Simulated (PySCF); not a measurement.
**Te⁻: electron affinity with spin-orbit coupling**

Each state of tellurium is computed at each level; their differences give the electron affinity. How far do the methods differ?

The numbers are computed with PySCF 2.14.0 (two-component X2C-1e, generalised determinants), except any that are marked as measured or tabulated.

## Step 1: The atom as given

```
Element                                   : tellurium (Z = 52)
Basis                                     : x2c-TZVPPall-2c with one added diffuse shell each of s, p, d, f type (9s10p6d3f, 90 functions)
Hamiltonian                               : two-component X2C-1e, Gaussian nucleus, no Breit or QED terms; spin-orbit coupling, run by run: screened by Boettger's factors
Core shells frozen in the correlated runs : [Kr] (for Te⁻)
State 1                                   : Te⁻: [Kr] 4d10 5s2 5p5; 5p1/2 filled at m_j = -1/2, +1/2; 5p3/2 filled at m_j = -1/2, +1/2, +3/2
Needed too, but not shown                 : Te [Kr] 4d10 5s2 5p4 (3P)
Methods                                   : GHF, GMP2, GCCSD(T)
```

The outer shells:

Te- [Kr] 4d10 5s2 5p5
```
[Kr] core
4d [↑↓][↑↓][↑↓][↑↓][↑↓]
5s [↑↓]
5p [↑↓][↑↓][↑ ]
```

A driver program built on PySCF's X2C-1e integrals ran all steps in one process from the settings above; there is no separate input file.

The driver's launch:

```sh
> OMP_NUM_THREADS=4 python sorun2.py TASK.json OUT
```

The integrals over 90 functions and the set-up took 2.9 s of CPU time.

## Step 2: Te⁻

Level: GHF (screened spin-orbit).

The program printed:

```text
cycle= 1 E= -6791.8873376558  delta_E= -6.79e+03  |FDS-SDF|= 0.0189
cycle= 2 E= -6791.8928523689  delta_E= -0.00551  |FDS-SDF|= 0.00281
cycle= 3 E= -6791.8933728882  delta_E= -0.000521  |FDS-SDF|= 0.00132
cycle= 4 E= -6791.8934895317  delta_E= -0.000117  |FDS-SDF|= 0.000611
cycle= 5 E= -6791.8935424403  delta_E= -5.29e-05  |FDS-SDF|= 0.000174
cycle= 6 E= -6791.8935500131  delta_E= -7.57e-06  |FDS-SDF|= 8.05e-05
cycle= 7 E= -6791.8935521944  delta_E= -2.18e-06  |FDS-SDF|= 2.84e-05
cycle= 8 E= -6791.8935524560  delta_E= -2.62e-07  |FDS-SDF|= 6.8e-06
cycle= 9 E= -6791.8935524704  delta_E= -1.43e-08  |FDS-SDF|= 2.4e-06
cycle= 10 E= -6791.8935524723  delta_E= -1.96e-09  |FDS-SDF|= 7.98e-07
```

Time after the integrals: 1.4 s (4 threads of Neoverse-V1, shared host).

Occupied spinors:

```
spinor shell  electrons  mean energy (eV)  weight of the nominal j  rms radius (bohr)
       1s1/2          2          -31962.3                    1.000             0.0318
       2s1/2          2           -4992.3                    1.000              0.130
       2p1/2          2           -4665.4                    1.000              0.112
       2p3/2          4           -4388.3                    1.000              0.117
       3s1/2          2           -1029.4                    1.000              0.343
       3p1/2          2           -893.59                    1.000              0.336
       3p3/2          4           -840.27                    1.000              0.347
       3d3/2          4           -602.84                    1.000              0.320
       3d5/2          6           -591.92                    1.000              0.323
       4s1/2          2           -185.98                    1.000              0.815
       4p1/2          2           -137.12                    1.000              0.858
       4p3/2          4           -126.83                    1.000              0.887
       4d3/2          4           -46.782                    0.999               1.04
       4d5/2          6           -45.151                    0.999               1.05
       5s1/2          2           -13.602                    0.999               2.36
       5p1/2          2            -3.197                    0.875               3.07
       5p3/2          3            -2.220                    0.917               3.31
```

M_J = 3/2, ⟨J²⟩ = 3.776, ⟨L²⟩ = 2.047, ⟨S²⟩ = 0.787. Rows whose weight is well below 1 mix j = l ± 1/2: exchange competes with spin-orbit coupling there.

Level: GMP2 (screened spin-orbit).

No log was kept for this step.

Time after the integrals: 0.66 s (4 threads of Neoverse-V1, shared host).

With 17 electrons correlated and 14 very high virtual spinors dropped, the MP2 correlation energy is -0.47340 hartree. Largest pairs: 4d3/2-4d5/2 -0.1178, 4d5/2-4d5/2 -0.0873, 5p1/2-5p3/2 -0.0385, 4d3/2-4d3/2 -0.0379, 4d5/2-5s1/2 -0.0260.

Level: GCCSD(T) (screened spin-orbit).

The program printed:

```text
Init t2, MP2 energy = -0.472143149227392
CCSD nocc = 17, nmo = 127
Init t2, MP2 energy = -0.472143149227392
Init E_corr(GCCSD) = -0.472143149227392
cycle = 1  E_corr(GCCSD) = -0.440261539239825  dE = 0.03188161  norm(t1,t2) = 0.0629152
cycle = 2  E_corr(GCCSD) = -0.45055614126635  dE = -0.010294602  norm(t1,t2) = 0.016792
cycle = 3  E_corr(GCCSD) = -0.450154440749669  dE = 0.000401700517  norm(t1,t2) = 0.00700421
cycle = 4  E_corr(GCCSD) = -0.450915043137276  dE = -0.000760602388  norm(t1,t2) = 0.00304855
cycle = 5  E_corr(GCCSD) = -0.450844933465882  dE = 7.01096714e-05  norm(t1,t2) = 0.00112173
cycle = 6  E_corr(GCCSD) = -0.450820873821956  dE = 2.40596439e-05  norm(t1,t2) = 0.000336166
cycle = 7  E_corr(GCCSD) = -0.450834859323228  dE = -1.39855013e-05  norm(t1,t2) = 0.000122764
cycle = 8  E_corr(GCCSD) = -0.450836029716679  dE = -1.17039345e-06  norm(t1,t2) = 3.11414e-05
cycle = 9  E_corr(GCCSD) = -0.450834858359039  dE = 1.17135764e-06  norm(t1,t2) = 1.06556e-05
cycle = 10  E_corr(GCCSD) = -0.450834967144299  dE = -1.08785261e-07  norm(t1,t2) = 3.50181e-06
cycle = 11  E_corr(GCCSD) = -0.450834912646021  dE = 5.4498278e-08  norm(t1,t2) = 1.24483e-06
cycle = 12  E_corr(GCCSD) = -0.450834917199803  dE = -4.55378157e-09  norm(t1,t2) = 4.34903e-07
GCCSD converged
E(GCCSD) = -6792.344387389549  E_corr = -0.4508349171998028
```

Time after the integrals: 18 min (4 threads of Neoverse-V1, shared host).

In 110 natural virtual spinors the CCSD correlation is -0.45083 hartree, triples -0.00964; MP2 gives -0.47214 in this space and -0.47340 in the full one, and the difference is added. T1 = 0.007.

## Step 3: The energy differences

Electron affinity: Te⁻ [Kr] 4d10 5s2 5p5 [5p1/2^2 5p3/2^3, M_J = 3/2] → Te [Kr] 4d10 5s2 5p4 [5p1/2^2 5p3/2^2, M_J = 2].

```
                        method  value (eV)  error (eV)
     GHF (screened spin-orbit)       0.976      -0.995
    GMP2 (screened spin-orbit)       1.786      -0.185
   GCCSD (screened spin-orbit)       1.748      -0.223
GCCSD(T) (screened spin-orbit)       1.816      -0.155
```

Reference: 1.971 eV (measured; CRC Handbook (2014) and Andersen, Phys. Rep. 394, 157 (2004), with later updates, as tabulated in the mendeleev Python package).

The differences also use runs on Te [Kr] 4d10 5s2 5p4 (3P), which are not shown here.

## Step 4: Summary of results

```
             quantity                                                                                      value
electron affinity, Te  GHF (screened spin-orbit) 0.976, GCCSD(T) (screened spin-orbit) 1.816 eV; reference 1.971
```

Accuracy by level (over 1 difference):

```
                        method  mean absolute miss against the measured value (with the measured fine structure taken into account where it is known) (eV)
     GHF (screened spin-orbit)                                                                                                                       0.995
    GMP2 (screened spin-orbit)                                                                                                                       0.185
   GCCSD (screened spin-orbit)                                                                                                                       0.223
GCCSD(T) (screened spin-orbit)                                                                                                                       0.155
```

**Reading.** Against experiment GCCSD(T) (screened spin-orbit) comes closest (off by 0.16 eV) and GHF (screened spin-orbit) is farthest (1.00 eV). The basis is finite, and no extrapolation was made.
